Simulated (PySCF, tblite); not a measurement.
**CH₁₃GeNSi₃, a small molecule taken as a stand-in for a surface group: NMR shifts, core binding energies and electronic excitations**

Wanted: the NMR shifts, core binding energies and electronic excitations for `[CH3][Ge]([SiH3])([SiH3])[NH][SiH3]`.

Computed with tblite 0.8.0 and PySCF 2.14.0; each step states its level. No surroundings beyond the atoms listed, unless a continuum is named. Atoms count from 0, parts from 1.

### 1 Starting point

19 atoms, charge 0, multiplicity 1; geometry: distance geometry start.

### 2 Relaxing the cluster with GFN2-xTB

What the job is given:

```
{"job": {"kind": "relax", "xc": "GFN2-xTB", "basis": "xTB"}, "charge": 0, "multiplicity": 1}
Ge    -0.345225     0.018022    -0.256181
Si    -1.025172     2.231979    -0.111880
Si    -0.656102    -1.137911     1.704668
N      1.355807    -0.139721    -0.957815
Si     2.640190     0.010520     0.257818
C     -1.529786    -0.825223    -1.571047
H     -2.097398     2.364412     0.914862
H     -1.488040     2.692815    -1.436320
H      0.095100     3.115972     0.308419
H     -2.103966    -1.486983     1.818068
H     -0.233094    -0.413131     2.884406
H      0.069214    -2.443098     1.572228
H      1.460669    -1.135394    -1.373810
H      3.621985    -1.054859     0.034265
H      2.170722    -0.033703     1.636008
H      3.322557     1.321659    -0.033869
H     -1.115842    -1.839406    -1.746118
H     -2.532075    -0.919708    -1.114363
H     -1.511517    -0.256086    -2.514477
```

Method: GFN2-xTB geometry optimisation, gas phase.

Launch:

```
OMP_NUM_THREADS=1 python cluster_run.py task.json out
```

One launch serves the whole session: the jobs run in the order shown.

What it wrote:

```text
step      E/eV     max force
  0    -512.16265    2.588
  1    -512.36244    0.998
  2    -512.43101    0.872
  3    -512.46255    0.514
  4    -512.50471    0.402
  5    -512.53360    0.392
  6    -512.55661    0.350
  7    -512.57701    0.341
  8    -512.59454    0.352
  9    -512.60925    0.260
 10    -512.62174    0.268
 11    -512.63137    0.237
 12    -512.63973    0.231
 13    -512.64797    0.256
 14    -512.65623    0.189
 15    -512.66335    0.182
 16    -512.66793    0.127
 17    -512.67110    0.127
 18    -512.67440    0.125
 19    -512.67840    0.182
 20    -512.68336    0.212
 21    -512.68883    0.177
 22    -512.69426    0.196
 23    -512.69955    0.234
 24    -512.70518    0.218
 25    -512.70709    0.648
 26    -512.71540    0.229
 27    -512.72016    0.182
 28    -512.72774    0.216
 29    -512.73058    0.159
 30    -512.73537    0.123
 31    -512.73759    0.174
 32    -512.73903    0.144
 33    -512.74077    0.109
 34    -512.74163    0.102
 35    -512.74231    0.058
 36    -512.74286    0.068
 37    -512.74376    0.095
 38    -512.74450    0.080
 39    -512.74511    0.049
 40    -512.74555    0.050
 41    -512.74601    0.071
 42    -512.74653    0.094
 43    -512.74707    0.081
 44    -512.74749    0.041
 45    -512.74775    0.043
 46    -512.74791    0.036
 47    -512.74803    0.038
 48    -512.74817    0.034
 49    -512.74832    0.038
 50    -512.74848    0.053
 51    -512.74865    0.052
 52    -512.74879    0.035
 53    -512.74892    0.033
 54    -512.74904    0.036
 55    -512.74917    0.034
 56    -512.74929    0.035
 57    -512.74939    0.025
 58    -512.74948    0.027
 59    -512.74958    0.038
 60    -512.74971    0.047
 61    -512.74987    0.050
 62    -512.75006    0.044
 63    -512.75024    0.035
 64    -512.75039    0.032
 65    -512.75050    0.033
 66    -512.75062    0.033
 67    -512.75079    0.032
 68    -512.75101    0.034
 69    -512.75124    0.040
 70    -512.75139    0.030
 71    -512.75149    0.025
 72    -512.75158    0.034
 73    -512.75172    0.035
 74    -512.75188    0.031
 75    -512.75199    0.024
 76    -512.75204    0.019
 77    -512.75207    0.015
 78    -512.75212    0.021
 79    -512.75219    0.023
 80    -512.75224    0.018
 81    -512.75228    0.014
 82    -512.75230    0.017
 83    -512.75233    0.018
 84    -512.75238    0.024
 85    -512.75247    0.032
 86    -512.75258    0.032
 87    -512.75267    0.021
 88    -512.75275    0.026
 89    -512.75286    0.037
 90    -512.75303    0.043
 91    -512.75329    0.054
 92    -512.75354    0.045
 93    -512.75373    0.030
 94    -512.75387    0.027
 95    -512.75398    0.027
 96    -512.75408    0.029
 97    -512.75415    0.030
 98    -512.75421    0.022
 99    -512.75428    0.023
100    -512.75434    0.022
101    -512.75440    0.017
102    -512.75443    0.016
103    -512.75446    0.015
104    -512.75449    0.013
105    -512.75451    0.012
106    -512.75453    0.012
107    -512.75456    0.012
108    -512.75459    0.016
109    -512.75463    0.015
110    -512.75467    0.013
111    -512.75469    0.010
112    -512.75471    0.010
113    -512.75473    0.011
114    -512.75476    0.011
115    -512.75479    0.013
116    -512.75483    0.016
117    -512.75487    0.019
118    -512.75493    0.017
119    -512.75499    0.016
120    -512.75505    0.015
121    -512.75509    0.013
122    -512.75514    0.015
123    -512.75518    0.015
124    -512.75522    0.016
125    -512.75526    0.020
126    -512.75530    0.017
127    -512.75535    0.017
128    -512.75538    0.017
129    -512.75541    0.015
130    -512.75543    0.016
131    -512.75545    0.014
132    -512.75547    0.014
133    -512.75549    0.014
134    -512.75552    0.016
135    -512.75555    0.017
136    -512.75558    0.016
137    -512.75561    0.012
138    -512.75563    0.015
139    -512.75566    0.019
140    -512.75569    0.021
141    -512.75573    0.028
142    -512.75579    0.024
143    -512.75583    0.014
144    -512.75586    0.015
145    -512.75589    0.017
146    -512.75592    0.021
147    -512.75595    0.018
148    -512.75598    0.016
149    -512.75601    0.015
150    -512.75605    0.015
151    -512.75608    0.016
152    -512.75610    0.012
153    -512.75612    0.013
154    -512.75614    0.013
155    -512.75616    0.010
156    -512.75618    0.008
```

Wall time 4.8 s (1 thread of Arm Neoverse V1, shared host).

Step by step:

```
step  energy from step 0 (eV)  largest force (eV/Å)
   0                   0.0000                2.5887
   6                  -0.3940                0.3501
  12                  -0.4771                0.2311
  18                  -0.5118                0.1251
  24                  -0.5425                0.2184
  30                  -0.5727                0.1235
  36                  -0.5802                0.0674
  42                  -0.5839                0.0931
  48                  -0.5855                0.0345
  54                  -0.5864                0.0361
  60                  -0.5871                0.0475
  66                  -0.5880                0.0326
  72                  -0.5889                0.0337
  78                  -0.5895                0.0218
  84                  -0.5897                0.0234
  90                  -0.5904                0.0426
  96                  -0.5914                0.0297
 102                  -0.5918                0.0163
 108                  -0.5919                0.0162
 114                  -0.5921                0.0106
 120                  -0.5924                0.0156
 126                  -0.5927                0.0177
 132                  -0.5928                0.0144
 138                  -0.5930                0.0139
 144                  -0.5932                0.0145
 150                  -0.5934                0.0149
 156                  -0.5935                0.0076
```

Distances of close pairs at the start and the end, largest changes first:

```
   bond  before (Å)  after (Å)  change (Å)
 N3–H12       1.084      1.008      -0.076
Ge0–Si2       2.297      2.366      +0.069
Ge0–Si1       2.321      2.378      +0.057
 N3–Si4       1.775      1.718      -0.057
 Ge0–C5       1.960      2.000      +0.039
Si2–H11       1.499      1.463      -0.036
Si4–H15       1.507      1.474      -0.032
 Si2–H9       1.494      1.469      -0.025
```

### 3 Relaxing the molecule at PBE0-D3(BJ)/def2-SVP

What the job is given:

```
{"job": {"xc": "PBE0", "basis": "def2-SVP", "d3": "d3bj", "grid": 2, "kind": "geom", "shake": 0.01}, "charge": 0, "multiplicity": 1}
Ge    -0.501545    -0.082252    -0.108815
Si    -0.895190     2.286740    -0.186153
Si    -0.788300    -1.308384     1.872818
N      1.273079    -0.384561    -0.645065
Si     2.675204     0.026019     0.189336
C     -1.549938    -0.921519    -1.596621
H     -2.017778     2.641522     0.670884
H     -1.187958     2.765491    -1.543465
H      0.269607     3.053021     0.307572
H     -2.167805    -1.737168     2.039513
H     -0.460198    -0.500370     3.072588
H      0.069955    -2.508065     1.916328
H      1.329380    -0.456683    -1.649226
H      3.747614    -0.719190    -0.420094
H      2.447282    -0.360522     1.596587
H      2.989891     1.486540     0.157080
H     -1.278238    -1.966239    -1.688578
H     -2.626213    -0.861913    -1.407520
H     -1.349769    -0.454654    -2.548962
```

What it wrote:

```text
step   0  E = -3044.84110332  max force = 0.033114
step   1  E = -3044.85034106  max force = 0.004886
step   2  E = -3044.85072433  max force = 0.002302
step   3  E = -3044.85093159  max force = 0.001969
step   4  E = -3044.85106685  max force = 0.002235
step   5  E = -3044.85130264  max force = 0.001839
step   6  E = -3044.85147007  max force = 0.000794
step   7  E = -3044.85156377  max force = 0.001070
step   8  E = -3044.85166309  max force = 0.001474
step   9  E = -3044.85178163  max force = 0.001360
step  10  E = -3044.85188504  max force = 0.001027
step  11  E = -3044.85195854  max force = 0.000503
step  12  E = -3044.85198540  max force = 0.000410
step  13  E = -3044.85199647  max force = 0.000304
optimisation converged
```

Run time: 6 min. Hardware: 1 thread of Arm Neoverse V1, shared host; peak memory 1.1 GiB.

Along the way:

```
step  energy from step 0 (eV)  largest force component (eV/Å)
   0                   0.0000                          1.7028
   1                  -0.2514                          0.2512
   2                  -0.2618                          0.1184
   3                  -0.2674                          0.1013
   4                  -0.2711                          0.1149
   5                  -0.2775                          0.0946
   6                  -0.2821                          0.0408
   7                  -0.2846                          0.0550
   8                  -0.2873                          0.0758
   9                  -0.2906                          0.0699
  10                  -0.2934                          0.0528
  11                  -0.2954                          0.0259
  12                  -0.2961                          0.0211
  13                  -0.2964                          0.0156
```

Close pairs (by a distance rule), those that changed most:

```
   bond  before (Å)  after (Å)  change (Å)
Si4–H13       1.441      1.497      +0.056
 N3–Si4       1.682      1.732      +0.049
 Ge0–C5       2.004      1.960      -0.045
 Si2–H9       1.454      1.498      +0.043
 Si1–H6       1.456      1.498      +0.041
Ge0–Si2       2.348      2.389      +0.041
 Si1–H7       1.469      1.498      +0.029
 Ge0–N3       1.878      1.857      -0.021
```

The end geometry stands in the next job.

```
                         at the end point                value
  point group (found at 0.08 Å tolerance)                   C1
rotational constants (GHz, main isotopes)  1.306, 0.915, 0.785
                        dipole moment (D)                 1.51
```

### 4 NMR shieldings: PBE0/pcSseg-1

What the job is given:

```
{"job": {"kind": "nmr", "xc": "PBE0", "basis": "pcSseg-1"}, "charge": 0, "multiplicity": 1}
Ge    -0.459332    -0.035167    -0.257411
Si    -1.183118     2.246630    -0.201325
Si    -0.643455    -1.034408     1.904755
N      1.316013    -0.087568    -0.799036
Si     2.738340    -0.204936     0.182139
C     -1.495987    -1.054322    -1.571379
H     -2.632057     2.351439     0.162189
H     -0.988630     2.882581    -1.543675
H     -0.382914     3.014027     0.802867
H     -2.105536    -1.133593     2.213410
H      0.004757    -0.203053     2.963393
H     -0.058440    -2.410060     1.923028
H      1.454135     0.206589    -1.763029
H      3.783777    -1.036201    -0.493965
H      2.337090    -0.857712     1.466166
H      3.378835     1.108911     0.522044
H     -1.124454    -2.088354    -1.616080
H     -2.560821    -1.066177    -1.296457
H     -1.398504    -0.600191    -2.568814
```

With the program's defaults for keys left out, this is: GIAO PBE0/pcSseg-1 NMR shielding, non-relativistic, gas phase.

What it wrote:

```text
coarse grid: 69088 points
cycle   1  E = -3045.0876089131  dE = -7.958e-01  |g| = 9.676e-01  |ddm| = 3.939e+00
cycle   2  E = -3045.0007488721  dE =  8.686e-02  |g| = 1.117e+00  |ddm| = 1.217e+00
cycle   3  E = -3045.1717816177  dE = -1.710e-01  |g| = 1.857e-01  |ddm| = 8.971e-01
cycle   4  E = -3045.1788287124  dE = -7.047e-03  |g| = 6.850e-02  |ddm| = 2.003e-01
cycle   5  E = -3045.1796228345  dE = -7.941e-04  |g| = 9.573e-03  |ddm| = 6.134e-02
cycle   6  E = -3045.1796459737  dE = -2.314e-05  |g| = 2.382e-03  |ddm| = 1.400e-02
cycle   7  E = -3045.1796474785  dE = -1.505e-06  |g| = 6.265e-04  |ddm| = 3.277e-03
final grid: 140856 points
cycle   8  E = -3045.1796135533  dE =  3.338e-09  |g| = 7.466e-04  |ddm| = 1.983e-03
cycle   9  E = -3045.1796134376  dE =  1.157e-07  |g| = 1.006e-03  |ddm| = 1.590e-03
cycle  10  E = -3045.1796136915  dE = -2.539e-07  |g| = 7.608e-05  |ddm| = 9.129e-04
cycle  11  E = -3045.1796136926  dE = -1.106e-09  |g| = 2.086e-05  |ddm| = 7.937e-05
cycle  12  E = -3045.1796136927  dE = -9.322e-11  |g| = 1.834e-06  |ddm| = 2.131e-05
converged SCF energy = -3045.1796136927

GIAO shielding tensors (ppm)
atom      isotropic    diamagn.    paramagn.     s11        s22        s33       span
  0 Ge    1369.174    2761.098   -1391.924   1248.743   1306.865   1551.913    303.169
  1 Si     452.337     880.850    -428.512    438.575    447.462    470.976     32.401
  2 Si     450.155     881.124    -430.970    436.644    450.342    463.477     26.833
  3 N      263.062     328.613     -65.552    242.986    244.988    301.211     58.225
  4 Si     401.975     880.149    -478.173    359.211    369.337    477.378    118.166
  5 C      180.625     252.584     -71.959    165.780    185.406    190.690     24.910
  6 H       27.763      28.789      -1.026     23.997     25.474     33.817      9.820
  7 H       27.700      28.938      -1.237     24.125     25.576     33.400      9.276
  8 H       27.674      29.082      -1.407     23.936     25.934     33.153      9.217
  9 H       27.773      29.121      -1.348     24.108     25.616     33.594      9.486
 10 H       27.361      29.421      -2.060     24.011     25.249     32.822      8.810
 11 H       27.384      29.229      -1.845     24.000     25.039     33.112      9.112
 12 H       32.613      34.562      -1.949     21.949     30.908     44.984     23.035
 13 H       26.449      28.478      -2.030     22.503     24.158     32.685     10.182
 14 H       26.746      30.631      -3.885     22.283     27.573     30.380      8.097
 15 H       26.520      29.092      -2.572     22.464     24.462     32.634     10.170
 16 H       30.515      30.773      -0.259     25.525     27.925     38.094     12.569
 17 H       31.046      30.563       0.483     26.054     27.828     39.256     13.202
 18 H       30.584      30.761      -0.177     25.744     28.065     37.942     12.198
```

It took 43 s on 1 thread of Arm Neoverse V1, shared host; peak memory 1.2 GiB.

The references, computed at this level on geometries of the same kind, shield at (ppm): 1H TMS 31.27, 13C TMS 184.4, 29Si TMS 352.0, 15N NH3 265.7, 73Ge GeMe4 1330. Their shielding less the atom's gives the shift. The references are single molecules in the gas phase, so shifts against H2O, NH3, PH3, H3PO4 or CFCl3 are not on the usual liquid scales and can be off by tens of ppm.

```
atoms                              environment  σ (ppm)  δ (ppm)
   C5                 carbon bonded to Ge, 3 H    180.6      3.8
  H13        hydrogen on a silicon bonded to N    26.45     4.82
  H15        hydrogen on a silicon bonded to N    26.52     4.75
  H14        hydrogen on a silicon bonded to N    26.75     4.52
  H10       hydrogen on a silicon bonded to Ge    27.36     3.91
  H11       hydrogen on a silicon bonded to Ge    27.38     3.88
   H8       hydrogen on a silicon bonded to Ge    27.67     3.59
   H7       hydrogen on a silicon bonded to Ge    27.70     3.57
   H6       hydrogen on a silicon bonded to Ge    27.76     3.50
   H9       hydrogen on a silicon bonded to Ge    27.77     3.49
  H16        hydrogen on a carbon bonded to Ge    30.51     0.75
  H18        hydrogen on a carbon bonded to Ge    30.58     0.68
  H17        hydrogen on a carbon bonded to Ge    31.05     0.22
  H12  hydrogen on a nitrogen bonded to Ge, Si    32.61    -1.35
  Ge0           germanium bonded to C, N, 2 Si     1369      -39
  Si4                 silicon bonded to N, 3 H    402.0    -50.0
  Si2                silicon bonded to Ge, 3 H    450.2    -98.2
  Si1                silicon bonded to Ge, 3 H    452.3   -100.3
   N3             nitrogen bonded to Ge, Si, H    263.1      2.6
```

The run also stored atomic charges by several schemes (e):

```
atoms  Mulliken    IAO  Hirshfeld  ESP fit
  Ge0      0.13   0.55       0.28     0.51
  Si1      0.37   0.25       0.19     0.11
  Si2      0.33   0.27       0.20     0.16
   N3     -0.90  -0.88      -0.34    -0.78
  Si4      0.62   0.73       0.33     0.49
   C5     -0.52  -0.67      -0.20    -0.68
```

Mayer bond orders: Ge0–Si1 0.89, Ge0–Si2 0.90, Ge0–N3 0.77, N3–Si4 1.00, Ge0–C5 1.02.

(Part 1 of 2 ends here.)
